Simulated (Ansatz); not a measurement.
# CH5BFN: basis-set convergence

How large a basis does CH5BFN need? Two functionals and correlated methods are run in growing sets.

Method: one geometry, several basis sets; program: Ansatz 0.2.0, Gaussian basis.

Levels to be run: PBE0-D4/def2-SVP; ωB97M-V/def2-SVP; PBE0-D4/def2-QZVPP; ωB97M-V/def2-QZVPP; CCSD(T)/cc-pV(D+d)Z; CCSD(T)/cc-pV(T+d)Z; CCSD(T)/cc-pV(Q+d)Z; the functionals' def2-TZVPP values are taken from earlier runs.

**1. The geometry**

The geometry comes from an earlier relaxation with PBE0-D4/def2-TZVP; it is a stationary point, not always the lowest conformer.

SMILES `CNBF`, 9 atoms, charge 0, spin multiplicity 1.

Atoms are counted from 1 here; the program's logs count them from 0.

Bond lengths: C1–N2 1.443 Å, C1–H5 1.094 Å, C1–H6 1.090 Å, C1–H7 1.094 Å, N2–B3 1.388 Å, N2–H8 1.009 Å, B3–F4 1.340 Å, B3–H9 1.197 Å. Angles: N2–C1–H5 111.7°, N2–C1–H6 109.1°, N2–C1–H7 111.7°, H5–C1–H6 108.0°, H5–C1–H7 108.2°, H6–C1–H7 108.0°, C1–N2–B3 126.0°, C1–N2–H8 115.3°, B3–N2–H8 118.7°, N2–B3–F4 119.2°, N2–B3–H9 121.7°, F4–B3–H9 119.1°.

**2. PBE0-D4 in def2-SVP**

Contents of in.yaml:

```yaml
crystal:
  periodic: [false, false, false]
  atoms:
    - {symbol: C, position_ang: [-0.214469, 0.931300, -0.637988]}
    - {symbol: N, position_ang: [0.221760, -0.394796, -0.274466]}
    - {symbol: B, position_ang: [0.159990, -0.955137, 0.993704]}
    - {symbol: F, position_ang: [0.606078, -2.205073, 1.178582]}
    - {symbol: H, position_ang: [-1.008966, 0.904300, -1.389783]}
    - {symbol: H, position_ang: [-0.605518, 1.433687, 0.247044]}
    - {symbol: H, position_ang: [0.608793, 1.534332, -1.032622]}
    - {symbol: H, position_ang: [0.602800, -0.944847, -1.029545]}
    - {symbol: H, position_ang: [-0.281966, -0.350166, 1.927871]}
basis:
  gaussian: {orbitals: def2-SVP}
hamiltonian: {xc: pbe0, dispersion: d4}
output: {orbitals: {seedname: orbitals}}
```

Started as:

```console
ansatz run in.yaml --threads 2 --pin off --events-out ev --progress --plain --max-ram 22528MiB --backend cpu
```

The runs that follow: ωB97M-V in def2-SVP; PBE0-D4 in def2-QZVPP; ωB97M-V in def2-QZVPP; CCSD(T) in cc-pV(D+d)Z; CCSD(T) in cc-pV(T+d)Z; CCSD(T) in cc-pV(Q+d)Z.

Before running them: what should the planned runs give, taken together? Wanted: MP2 correlation recovered, cc-pV(D+d)Z; MP2 correlation recovered, cc-pV(T+d)Z; MP2 correlation recovered, cc-pV(Q+d)Z; difference of two CCSD(T) limits: def2 sets; PBE0-D4: double and triple zeta above quadruple; ωB97M-V: double and triple zeta above quadruple.

The runs gave:

| quantity | value |
| --- | --- |
| MP2 correlation recovered, cc-pV(D+d)Z | 69.9 % |
| MP2 correlation recovered, cc-pV(T+d)Z | 88.5 % |
| MP2 correlation recovered, cc-pV(Q+d)Z | 95.2 % |
| difference of two CCSD(T) limits: def2 sets (earlier runs) less this series | 13 meV |
| PBE0-D4: double and triple zeta above quadruple | 7.32, 0.34 eV |
| ωB97M-V: double and triple zeta above quadruple | 7.55, 0.32 eV |

**Reading.** For PBE0-D4 the step from double to triple zeta gains 6.98 eV and the next only 0.34 eV. Correlation climbs from 70 % (cc-pV(D+d)Z) to 95 % (cc-pV(Q+d)Z) of the limit; Hartree-Fock is 0.137 eV from its own by then. A limit from the def2 sets, made apart, differs by 13 meV, a least measure of the doubt on such a limit. These are total energies; as a rule much of such shifts cancels in differences, which this series doesn't test. The LUMO of ωB97M-V is positive and keeps falling with the basis (3.37 to 1.66 eV): an unbound level that the basis holds in place.
